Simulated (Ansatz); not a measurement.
# PBE-QIDH/def2-SVP run of Si2H4OF2 (SMILES O[SiH](F)[SiH2]F)

What is the energy change on altering one bond length of Si2H4OF2 at PBE-QIDH/def2-SVP? 

The results are computed with Ansatz 0.2.0.

69 further runs of the same task are left out: 69 set aside as unsound or not needed.

## (1) The structure to begin with

The species is Si2H4OF2 (9 atoms), meant as a singlet with charge 0. SMILES: `O[SiH](F)[SiH2]F`. The coordinates come from a PBE0-D4/def2-TZVP relaxation. This is one conformer, not always the lowest.

Bond lengths: O1–Si2 1.634 Å, Si2–F3 1.601 Å, Si2–Si4 2.358 Å, Si4–F5 1.612 Å, O1–H6 0.959 Å, Si2–H7 1.480 Å, Si4–H8 1.485 Å, Si4–H9 1.487 Å. Some angles: O1–Si2–F3 110.8°, O1–Si2–Si4 109.5°, F3–Si2–Si4 107.8°, Si2–Si4–F5 106.0°, O1–Si2–H7 106.2°, F3–Si2–H7 107.1°, Si4–Si2–H7 115.4°, Si2–O1–H6 118.4°, Si2–Si4–H8 114.0°, Si2–Si4–H9 111.6°.

## (2) The energy at PBE-QIDH/def2-SVP

job.yaml

```yaml
crystal:
  periodic: [false, false, false]
  atoms:
    - {symbol: O, position_ang: [0.844300, 1.766700, -0.485000]}
    - {symbol: Si, position_ang: [0.969400, 0.137800, -0.453100]}
    - {symbol: F, position_ang: [0.986700, -0.459700, -1.938500]}
    - {symbol: Si, position_ang: [-0.894000, -0.772400, 0.668300]}
    - {symbol: F, position_ang: [-2.133900, 0.202600, 0.333800]}
    - {symbol: H, position_ang: [-0.014200, 2.154900, -0.665100]}
    - {symbol: H, position_ang: [2.284600, -0.163900, 0.153800]}
    - {symbol: H, position_ang: [-1.253000, -2.143900, 0.226600]}
    - {symbol: H, position_ang: [-0.701500, -0.768300, 2.142300]}
basis:
  gaussian: {orbitals: def2-SVP}
hamiltonian: {xc: {name: PBE-QIDH}}
correlation: {frozen_orbitals: {F: 1, H: 0, O: 1, Si: 5}}
accuracy: high
output: {orbitals: {seedname: orbitals}}
```

Launch:

```sh
$ ansatz run job.yaml --threads 1 --pin off --max-ram 3480MiB --events-out events.jsonl --progress --plain --runs-dir runs
```

What it wrote:

```text
Warning: RAYON_NUM_THREADS=1 ignored (pool sized by the plan → 1); use --threads N
Functional definition: PBE-QIDH
  name "PBE-QIDH"
  parameter a = 3^(-1/3)
  parameter c = 1/3
  exchange = (1 - a)*pbe_x + a*exact_x
  correlation = (1 - c)*pbe_c + c*(mp2_os + mp2_ss)
2049 factors; integrals over basis functions are off by at most 5.5e-9 eV
mean field evaluation 1: about -23260.6775 eV, gradient 4.8e1 eV
mean field evaluation 2: about -23260.7450 eV, gradient 4.8e1 eV
mean field evaluation 4: about -23264.7711 eV, gradient 2.0e0 eV
mean field evaluation 8: about -23264.7900 eV, gradient 2.3e-1 eV
mean field evaluation 16: about -23264.7901 eV, gradient 3.7e-5 eV
mean field -23264.79007044 eV, -854.9652656475 hartree, gradient 2.0e-8 eV, S^2 0.000000; 0 other end points of the search recorded, 0 dependent functions left out
13 core orbitals not correlated: weight in the atoms' cores, before any rotation towards them, 1.000 or more for the frozen orbitals, at most 0.000 for the correlated occupied ones
reference -23264.79007149 eV, -854.9652656861 hartree; 16, 16 occupied and 69, 69 virtual orbitals, 2049 factors
second order -22.76475303 eV of doubles, -0.00000000 eV of singles
Total energy: -23272.37832250 eV, -855.2441287673 hartree
```

Wall time 14 s (1 thread of Arm Neoverse V1, shared host); peak memory 0.35 GiB.

## (3) The distorted shape, same level

molecule.yaml

```yaml
crystal:
  periodic: [false, false, false]
  atoms:
    - {symbol: O, position_ang: [0.647016, 1.811956, -0.576037]}
    - {symbol: Si, position_ang: [0.772116, 0.183056, -0.544137]}
    - {symbol: F, position_ang: [0.789416, -0.414444, -2.029537]}
    - {symbol: Si, position_ang: [-1.091284, -0.727144, 0.577263]}
    - {symbol: F, position_ang: [-2.331184, 0.247856, 0.242763]}
    - {symbol: H, position_ang: [-0.211484, 2.200156, -0.756137]}
    - {symbol: H, position_ang: [2.284600, -0.163900, 0.153800]}
    - {symbol: H, position_ang: [-1.450284, -2.098644, 0.135563]}
    - {symbol: H, position_ang: [-0.898784, -0.723044, 2.051263]}
basis:
  gaussian:
    orbitals: def2-SVP
correlation:
  frozen_orbitals: {F: 1, H: 0, O: 1, Si: 5}
hamiltonian:
  xc: {name: PBE-QIDH}
magnetization:
  spin_polarized: false
  initial_magnetization: 0
accuracy: high
output: {orbitals: {seedname: orbitals}}
```

Launch:

```sh
$ ansatz run molecule.yaml --threads 1 --pin off --max-ram 3480MiB --events-out events.jsonl --progress --plain --runs-dir runs
```

What it wrote (excerpt; [...] marks lines left out):

```text
Warning: RAYON_NUM_THREADS=1 ignored (pool sized by the plan → 1); use --threads N
[... 2 set-up lines as earlier in the session ...]
[...]
2042 factors; integrals over basis functions are off by at most 7.4e-9 eV
[...]
mean field -23264.39804564 eV, -854.9508590019 hartree, gradient 3.3e-8 eV, S^2 0.000000; 0 other end points of the search recorded, 0 dependent functions left out
13 core orbitals not correlated: weight in the atoms' cores, before any rotation towards them, 1.000 or more for the frozen orbitals, at most 0.000 for the correlated occupied ones
reference -23264.39804670 eV, -854.9508590408 hartree; 16, 16 occupied and 69, 69 virtual orbitals, 2042 factors
second order -22.81248607 eV of doubles, -0.00000000 eV of singles
Total energy: -23272.00220872 eV, -855.2303068408 hartree
```

Run time: 14 s. Hardware: 1 thread of Arm Neoverse V1, shared host; peak memory 0.35 GiB.

## (4) Results

At PBE-QIDH/def2-SVP, 13 core orbitals frozen:

| quantity | value |
| --- | --- |
| first shape: total energy | -855.24413 Eh |
| first shape: HOMO energy (SCF part's orbitals) | -10.31 eV |
| first shape: LUMO energy (SCF part's orbitals) | 1.02 eV |
| first shape: HOMO–LUMO gap (SCF part's orbitals) | 11.33 eV |
| distorted shape: total energy | -855.23031 Eh |
| distorted shape: HOMO energy (SCF part's orbitals) | -10.23 eV |
| distorted shape: LUMO energy (SCF part's orbitals) | 0.93 eV |
| distorted shape: HOMO–LUMO gap (SCF part's orbitals) | 11.15 eV |
| energy change with the Si2–H7 bond stretched from 1.480 to 1.702 Å | 0.376 eV |

**Reading.** With the Si2–H7 bond stretched from 1.480 to 1.702 Å the energy rises by 0.38 eV (36.3 kJ/mol). The first shape isn't relaxed at this level, so the change isn't measured from a minimum.
